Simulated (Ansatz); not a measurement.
The system is MnS.

```
Mn S
1.0
     0.00000    2.60450    2.60450
     2.60450    0.00000    2.60450
     2.60450    2.60450    0.00000
Mn S
1 1
Cartesian
  0.0000 0.0000 0.0000
  2.6045 2.6045 2.6045
```

| Property | Result |
| --- | --- |
| Program | Ansatz 0.2.0 |
| Task | relaxation of cell and atoms |
| Functional | RPBE |
| Dispersion | D3(BJ) |
| Potentials or basis | all-electron LAPW, scalar-relativistic |
| Basis error allowed | 0.001 eV/atom |
| k mesh | 9 × 9 × 9 |
| Occupations | fermi-dirac, width 0.05 eV |
| Spin | collinear spin, ferromagnetic start |
| Starting moments | [4.0, 0.0] μB |

At the start: volume 17.67 Å³/atom.

Problem. How do energy, volume and symmetry change on relaxing?

Solution. Over 8 steps the energy falls by 209.7 meV/atom and the volume is 15.79 Å³/atom (-10.6 %); space group Fm-3m (No. 225, to 0.05 Å); moment 4.43 μB per cell.

Step by step:
```tsv
step	energy change (eV)	largest force (eV/Å)	volume (Å³)
1	0.0000	0.0000	35.33
2	-0.2854	0.0000	32.87
3	-0.4180	0.0000	31.63
4	-0.4192	0.0000	31.60
5	-0.4194	0.0000	31.57
6	-0.4194	0.0000	31.58
7	-0.4194	0.0000	31.58
8	-0.4194	0.0000	31.58
```

Final structure:
```
Mn S
1.0
     0.00000    2.50875    2.50875
     2.50875    0.00000    2.50875
     2.50875    2.50875    0.00000
Mn S
1 1
Direct
  0.00000 0.00000 0.00000
  0.50000 0.50000 0.50000
```

Caveat: the volume moved by -11 % from the deposited cell, more than functionals usually miss; a cell with one magnetic atom can't hold antiferromagnetic order, which such compounds often take.
